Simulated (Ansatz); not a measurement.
# GaCO (quartet): from Hartree-Fock to the top rungs at a displaced geometry (v2), cc-pVDZ

An exercise on one series of results from a longer session: the logs are not shown, and one member is left open.

Method: cc-pVDZ, core rule «outside noble gas», up to 16 orbitals frozen; program: Ansatz 0.2.0, Gaussian basis.

To be run: UHF; CCSD(T) on ROHF; CCSD(T) on UHF; BCCD(T) on ROHF; CISD; CCSDT(Q) on ROHF; CCSDT(Q) on UHF.

29 further runs of the same task are left out: 4 for a known fault of the program, 11 that didn't finish, 14 set aside as unsound or not needed.

## The system

The geometry is a PBE0/def2-TZVP stationary point (not a proven minimum) with its atoms shifted at random (size 0.100 Å). No spin-orbit coupling is included. The filled d shell of Ga may be among the frozen orbitals whatever the setting's name suggests; the logs give the count.

3 atoms, charge 0, spin multiplicity 4.

Atoms are counted from 1 here; the program's logs count them from 0.

Bond lengths: Ga1–C2 1.835 Å, C2–O3 1.172 Å. Angles: Ga1–C2–O3 170.9°.

The first run:

in.yaml reads:

```yaml
crystal:
  periodic: [false, false, false]
  atoms:
    - {symbol: Ga, position_ang: [0.084376, 0.005225, 1.608198]}
    - {symbol: C, position_ang: [-0.080498, 0.013599, -0.219609]}
    - {symbol: O, position_ang: [-0.003878, -0.018825, -1.388589]}
basis:
  gaussian: {orbitals: cc-pVDZ}
magnetization: {spin_polarized: true, initial_magnetization: 3}
hamiltonian: {xc: hf}
output: {orbitals: {seedname: orbitals}}
```

The run is started by

```
$ ansatz run in.yaml --threads 1 --pin off --events-out ev --progress --plain --max-ram 2393MiB
```

Among the steps run: UHF; CCSD(T) on ROHF; CCSD(T) on UHF; BCCD(T) on ROHF; CISD; CCSDT(Q) on ROHF; CCSDT(Q) on UHF.

One of the session's tables, all rows but one given; the rest of the session is left out.

```
   method  from RCCSDT(Q) (kcal/mol)
     ROHF                    +223.00
      UHF                          ?
     RMP2                     +15.30
     UMP2                     +16.10
    RCCSD                     +10.82
    UCCSD                     +10.14
 RCCSD(T)                      +1.51
 UCCSD(T)                      +1.08
  BCCD(T)                      +1.50
   RCCSDT                      +0.92
   UCCSDT                      +0.37
RCCSDT(Q)                          0
UCCSDT(Q)                      -0.68
```

Estimate the missing values for UHF.

**Answer.** from RCCSDT(Q) (kcal/mol): +220.29. In the column «from RCCSDT(Q) (kcal/mol)» it lies between UMP2 (+16.10) and ROHF (+223.00).

Not comparable, so not listed: CISD (they don't share determinant, frozen orbitals or solution with the rows shown, or repeat one).

To keep in mind: Restricted and unrestricted rows rest on different reference determinants; where their highest levels disagree by more than a few hundredths of an eV, they describe different states and don't form one ladder.
